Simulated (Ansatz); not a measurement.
## GaF under changes of volume

One of the cells (23.058 Å³/atom); the others are scaled copies at fixed shape and fractional positions:

```
Ga F
1.0
     0.00000    2.84624    2.84624
     2.84624    0.00000    2.84624
     2.84624    2.84624    0.00000
Ga F
1 1
Cartesian
  1.4231 1.4231 1.4231
  0.0000 0.0000 0.0000
```

The cell was built by a generator and needn't be a form met in nature.

| Item | Value |
| --- | --- |
| Program | Ansatz 0.2.0 |
| Functional | PBE |
| Potentials or basis | all-electron LAPW, scalar-relativistic |
| Cutoff | 287 eV (chosen from the basis error) |
| Basis error allowed | 0.0005 eV/atom |
| k mesh | 8 × 8 × 8 |
| Occupations | fermi-dirac, width 0.05 eV |
| Spin | no spin polarisation |

```tsv
volume (Å³/atom)	energy over the lowest point (meV/atom)	pressure (GPa)	gap on the mesh (eV)
21.674	7.52	1.8	2.01
22.135	3.22	1.2	2.10
22.596	0.78	0.5	2.19
23.058	0.00	0.0	2.27
23.519	?	?	?
23.980	2.81	-0.9	2.42
24.441	6.11	-1.3	2.49
```

Task: What does the run at 23.519 Å³/atom give?

Result: Energy over the lowest point 0.73 meV/atom; pressure -0.5 GPa; gap on the mesh 2.35 eV.

Worked out: A Birch-Murnaghan fit of order 3 (a polynomial in V^(-2/3)) to the other rows has its minimum at 23.06 Å³/atom with B0 = V·E''(V) = 26 GPa and B' = 4.2. It gives 0.73 meV/atom at 23.519 Å³/atom, against the run's 0.73, and -dE/dV = -0.5 GPa, against -0.5. A straight line through the other rows of the gap, of slope 3.98 eV per unit of ln V, gives 2.34 eV, against the run's 2.35.

Energies are extrapolated to zero smearing.

A mesh can miss the band edges. Spin-orbit coupling on Ga is left out.
